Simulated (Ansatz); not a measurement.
# BCl2F: the cost of one run

Program: Ansatz 0.2.0. Level of theory: RKS PBE0/6-31G. These are calculated values, not measurements.

## (1) The structure to begin with

Bond lengths: F1–B2 1.477 Å, B2–Cl3 1.865 Å, B2–Cl4 1.913 Å. Angles: F1–B2–Cl3 121.2°, F1–B2–Cl4 117.2°, Cl3–B2–Cl4 121.5°.

As a file:

```xyz
4

F     0.1574   -1.3193   -0.8645
B    -0.0034   -0.0923   -0.0585
Cl   -1.6667    0.4063    0.6221
Cl    1.5682    0.9450    0.2806
```

## (2) Relaxing the start

The input, input.yaml:

```yaml
crystal:
  periodic: [false, false, false]
  atoms:
    - { symbol: F, position_ang: [0.1574, -1.3193, -0.8645] }
    - { symbol: B, position_ang: [-0.0034, -0.0923, -0.0585] }
    - { symbol: Cl, position_ang: [-1.6667, 0.4063, 0.6221] }
    - { symbol: Cl, position_ang: [1.5682, 0.945, 0.2806] }
basis:
  gaussian: { orbitals: "6-31G" }
hamiltonian:
  xc: pbe0
relax:
  f_tol: 0.02
  max_steps: 40
scf:
  lower_state_search: "off"
output:
  orbitals: {}
```

On the command line:

```bash
> ansatz run input.yaml --threads 1 --pin off --max-ram 2048MiB --backend cpu --events-out ev --progress --plain --runs-dir out
```

**Question.** How long does this run take on 1 thread of an Arm CPU, shared host, and how much memory does it need?

About 5.6 s, with a peak of 0.1 GiB.
